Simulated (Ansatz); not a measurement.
**TiAl: a line through a two-coordinate scan**

One line of a two-coordinate grid on TiAl (P4/mmm, No. 123; 2 atoms in the cell): lattice constant c is varied, at lattice constant a (and b) = 2.841 Å.

Method: DFT PBEsol, scalar-relativistic, plane waves, PAW, in Ansatz 0.2.0.

17 further runs of the same task are left out: 1 that didn't finish, 16 set aside as unsound or not needed.

### 1 The starting structure

The structure is tetragonal, space group P4/mmm (No. 123). The conventional cell has a = 2.795 Å, b = 2.795 Å, c = 4.038 Å, α = 90.00°, β = 90.00°, γ = 90.00°. Ti (site symmetry 4/mmm) has 4 Ti at 2.79 Å and 8 Al at 2.83 Å as nearest neighbours. Al (site symmetry 4/mmm) has 4 Al at 2.79 Å and 8 Ti at 2.83 Å as nearest neighbours.

Coordinates:

```
CELL_PARAMETERS angstrom
2.79474 0.00000 0.00000
0.00000 2.79474 0.00000
0.00000 0.00000 4.03837
ATOMIC_POSITIONS crystal
Ti 0.00000 0.00000 0.00000
Al 0.50000 0.50000 0.50000
```

This cell was relaxed beforehand with the same method: volume 15.77 Å³/atom, gap on the mesh none (metal).

### 2 The scan

The energy is mapped over the lattice constants a and c of the conventional cell.

The axes are (1) lattice constant a (and b): 7 values from 2.655 to 2.934 Å; (2) lattice constant c: 7 values from 3.554 to 4.523 Å.

Nothing else is relaxed (symmetry fixes all fractional coordinates). Energies count from the relaxed crystal. Points are written as (first, second).

### 3 Point (2.841 Å, 3.554 Å)

input.yaml reads:

```yaml
crystal:
  lattice:
    - [2.8413, 0.0, 0.0]
    - [0.0, 2.8413, 0.0]
    - [0.0, 0.0, 3.5538]
  atoms:
    - { symbol: Ti, position: [0.0, 0.0, 0.0] }
    - { symbol: Al, position: [0.5, 0.5, 0.5] }
basis:
  ecutwfc: 520.0
kpoints:
  mp_grid: { grid: [16, 16, 12] }
hamiltonian:
  xc: pbesol
  pseudopotentials: { kind: paw, azcp: { folder: soft_1 } }
scf:
  occupations: { method: gaussian, width: 0.15 }
output:
  forces: true
  stress: true
  eigenvalues: true
```

Command:

```bash
$ ansatz run input.yaml --threads 1 --pin off --max-ram 2048MiB --backend cpu --events-out ev --progress --plain --runs-dir out
```

The session goes on with these runs: the other points of the line.

What does the calculation give? Wanted: for each run, lattice constant c; energy; slope; pressure.

As calculated:

| lattice constant c (Å) | step | energy (meV/atom) | slope (meV/atom per Å) | pressure (GPa) |
| --- | --- | --- | --- | --- |
| 3.554 | 3 | 97 | −481 | 13.3 |
| 3.715 | 4 | 36 | −270 | 6.4 |
| 3.877 | – | 8 | −87 | 0.9 |
| 4.038 | 5 | 7 | 72 | −3.7 |
| 4.200 | 6 | 31 | 224 | −7.5 |
| 4.361 | 7 | 78 | 351 | −10.6 |
| 4.523 | 8 | 143 | 451 | −13.0 |

Energies count from the relaxed crystal. Rows without a step come from runs not printed here or follow by symmetry. Slopes come from the forces (and the stress, where the cell changes), not from differences of energies.

The lowest point of the line is at 4.038 Å, 7 meV/atom from the zero. A fit to energies and slopes at the lowest point and its two neighbours puts the minimum at 3.9640 Å, with a curvature of about 980 meV/atom per Å². The highest point computed, at 4.523 Å, lies 136 meV/atom above the lowest. This is one cut through a surface in two coordinates; the map's lowest point lies off it.
